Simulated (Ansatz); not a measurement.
# Be₂H₂ (singlet): the correlation ladder at scale of all distances = 2.034, cc-pVDZ

How much of the correlation energy of Be₂H₂ (singlet) does each wave-function method recover here?

Program: Ansatz 0.2.0, Gaussian basis. Level of theory: cc-pVDZ, core rule «outside noble gas», up to 2 orbitals frozen. These are calculated values, not measurements.

The runs, in order: UHF; CCSD(T) on RHF; CCSD(T) on UHF; BCCD(T) on RHF; CISD; CCSDT(Q) on RHF; CCSDT(Q) on UHF; CASSCF and MRCISD+Q, 2 electrons in 2 orbitals; CASSCF and NEVPT2, 2 electrons in 2 orbitals; CASSCF and MRCISD+Q, 6 electrons in 10 orbitals; CASSCF and MRCISD+Q(relaxed), 6 electrons in 10 orbitals; CASSCF and NEVPT2, 6 electrons in 10 orbitals; Full CI.

16 further runs of the same task are left out: 12 that didn't finish, 4 set aside as unsound or not needed.

## 1. What is computed

The geometry derives from a PBE0/def2-TZVP stationary point (not a proven minimum). All distances are scaled together.

4 atoms, charge 0, spin multiplicity 1.

Atoms are counted from 1 here; the program's logs count them from 0.

No contacts short enough for the rule that draws bonds.

Geometry (Å):

| atom | x (Å) | y (Å) | z (Å) |
| --- | --- | --- | --- |
| Be1 | 0.00000 | 0.00000 | 2.14125 |
| Be2 | 0.00000 | 0.00000 | -2.14125 |
| H3 | 0.00000 | 0.00000 | 4.88210 |
| H4 | 0.00000 | 0.00000 | -4.88210 |

## 2. UHF

Contents of in.yaml:

```yaml
crystal:
  periodic: [false, false, false]
  atoms:
    - {symbol: Be, position_ang: [0.000000, 0.000000, 2.141253]}
    - {symbol: Be, position_ang: [0.000000, 0.000000, -2.141253]}
    - {symbol: H, position_ang: [0.000000, 0.000000, 4.882104]}
    - {symbol: H, position_ang: [0.000000, 0.000000, -4.882104]}
basis:
  gaussian: {orbitals: cc-pVDZ}
magnetization: {spin_polarized: true, initial_magnetization: 0}
hamiltonian: {xc: hf}
output: {orbitals: {seedname: orbitals}}
```

On the command line:

```console
$ ansatz run in.yaml --threads 1 --pin off --events-out ev --progress --plain --max-ram 2393MiB
```

The runs that follow: CCSD(T) on RHF; CCSD(T) on UHF; BCCD(T) on RHF; CISD; CCSDT(Q) on RHF; CCSDT(Q) on UHF; CASSCF and MRCISD+Q, 2 electrons in 2 orbitals; CASSCF and NEVPT2, 2 electrons in 2 orbitals; CASSCF and MRCISD+Q, 6 electrons in 10 orbitals; CASSCF and MRCISD+Q(relaxed), 6 electrons in 10 orbitals; CASSCF and NEVPT2, 6 electrons in 10 orbitals; Full CI.

Before running them: what should the planned runs give, taken together? Wanted: FCI below the RHF energy; RMP2 from FCI; UMP2 from FCI; RCCSD from FCI; RCCSD(T) from FCI; UCCSD(T) from FCI; RCCSDT(Q) from FCI; UCCSDT(Q) from FCI; NEVPT2 pair from FCI.

**Answer**, as computed:

| quantity | value |
| --- | --- |
| FCI below the RHF energy | -6.7163 eV |
| RMP2 from FCI | +2196.9 meV |
| UMP2 from FCI | +1248.7 meV |
| RCCSD from FCI | +87.0 meV |
| RCCSD(T) from FCI | -1191.5 meV |
| UCCSD(T) from FCI | +13.4 meV |
| RCCSDT(Q) from FCI | +324.5 meV |
| UCCSDT(Q) from FCI | +6.1 meV |
| NEVPT2 pair from FCI | +1138.7 meV |
| MRCISD+Q pair from FCI | -191.0 meV |
| NEVPT2 valence from FCI | +75.6 meV |
| levels within 1 kcal/mol (43 meV) | UCCSD, UCCSD(T), UCCSDT, UCCSDT(Q), MRCISD valence, MRCISD+Q valence, MRCISD+Q(relaxed) valence |
| T1 diagnostic | 0.140 |
| effectively unpaired electrons | 2.30 |

In words: RCCSD(T) lands -1191.5 meV from the yardstick (17.7 % of the correlation energy). CCSD(T) misses by -1191.5 meV on the restricted determinant and by +13.4 meV on the unrestricted one; the two need not hold the same state or core. RCCSD(T), BCCD(T), RCCSDT, MRCISD+Q pair, MRCISD+Q(relaxed) valence fall below full CI, which methods that aren't variational can do. The occupations show strong static correlation (2.3 unpaired electrons where one determinant has 0). Of the multireference levels listed MRCISD+Q(relaxed) valence comes nearest in total energy (-4.4 meV), which doesn't show that its space is the better one. Coupled cluster took another determinant than the lowest Hartree-Fock one. These misses are within one basis, not against nature.
